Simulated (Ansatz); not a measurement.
# CH5FO2Si: small, medium and large basis sets

The task here is to estimate one member of a computed series from the others.

Method: one geometry, several basis sets; program: Ansatz 0.2.0, Gaussian basis.

Plan: PBE0-D4/def2-SVP; ωB97M-V/def2-SVP; PBE0-D4/def2-QZVPP; ωB97M-V/def2-QZVPP; CCSD(T)/cc-pV(D+d)Z; CCSD(T)/cc-pV(T+d)Z; CCSD(T)/cc-pV(Q+d)Z; the functionals' def2-TZVPP values are taken from earlier runs.

## Structure used throughout

The geometry comes from an earlier relaxation with PBE0-D4 in a triple-zeta def2 set; it is a stationary point, not always the lowest conformer.

SMILES `C[Si](O)(O)F`, 10 atoms, charge 0, spin multiplicity 1.

Atoms are counted from 1 here; the program's logs count them from 0.

Bond lengths: C1–Si2 1.839 Å, C1–H6 1.092 Å, C1–H7 1.092 Å, C1–H8 1.092 Å, Si2–O3 1.625 Å, Si2–O4 1.636 Å, Si2–F5 1.601 Å, O3–H9 0.958 Å, O4–H10 0.958 Å. Angles: Si2–C1–H6 110.5°, Si2–C1–H7 110.5°, Si2–C1–H8 111.0°, H6–C1–H7 108.3°, H6–C1–H8 108.2°, H7–C1–H8 108.4°, C1–Si2–O3 108.4°, C1–Si2–O4 114.9°, C1–Si2–F5 108.4°, O3–Si2–O4 108.0°, O3–Si2–F5 110.7°, O4–Si2–F5 106.5°, Si2–O3–H9 117.8°, Si2–O4–H10 118.0°.

Set-up of the first run:

in.yaml reads:

```yaml
crystal:
  periodic: [false, false, false]
  atoms:
    - {symbol: C, position_ang: [-1.006956, 0.446890, -0.840675]}
    - {symbol: Si, position_ang: [0.347490, 0.021935, 0.328143]}
    - {symbol: O, position_ang: [-0.317427, -0.419153, 1.744183]}
    - {symbol: O, position_ang: [1.330744, -1.187389, -0.168211]}
    - {symbol: F, position_ang: [1.274476, 1.313590, 0.517559]}
    - {symbol: H, position_ang: [-1.643641, 1.228872, -0.421422]}
    - {symbol: H, position_ang: [-1.627054, -0.429035, -1.040732]}
    - {symbol: H, position_ang: [-0.605045, 0.807777, -1.789902]}
    - {symbol: H, position_ang: [0.238814, -0.877270, 2.375961]}
    - {symbol: H, position_ang: [2.091800, -0.957218, -0.702007]}
basis:
  gaussian: {orbitals: def2-SVP}
hamiltonian: {xc: pbe0, dispersion: d4}
output: {orbitals: {seedname: orbitals}}
```

Run with:

```sh
$ ansatz run in.yaml --threads 2 --pin off --events-out ev --progress --plain --max-ram 22528MiB --backend cpu
```

Among the steps run: PBE0-D4 in def2-SVP; ωB97M-V in def2-SVP; PBE0-D4 in def2-QZVPP; ωB97M-V in def2-QZVPP.

One table of the session follows, with a row left open; its other results are not shown here.

It belongs to the step «Functionals by basis». 

```
functional       basis  HOMO (eV)  LUMO (eV)
   PBE0-D4    def2-SVP      -8.96       1.28
   PBE0-D4  def2-TZVPP      -9.18       0.65
   PBE0-D4  def2-QZVPP          ?          ?
   ωB97M-V    def2-SVP     -11.32       2.90
   ωB97M-V  def2-TZVPP     -11.54       2.07
   ωB97M-V  def2-QZVPP     -11.58       1.37
```

Q: Estimate the row for PBE0-D4, def2-QZVPP from the others.

The run gave: HOMO (eV): -9.22; LUMO (eV): 0.20. In the column «HOMO (eV)» it lies between ωB97M-V, def2-SVP (-11.32) and PBE0-D4, def2-TZVPP (-9.18).
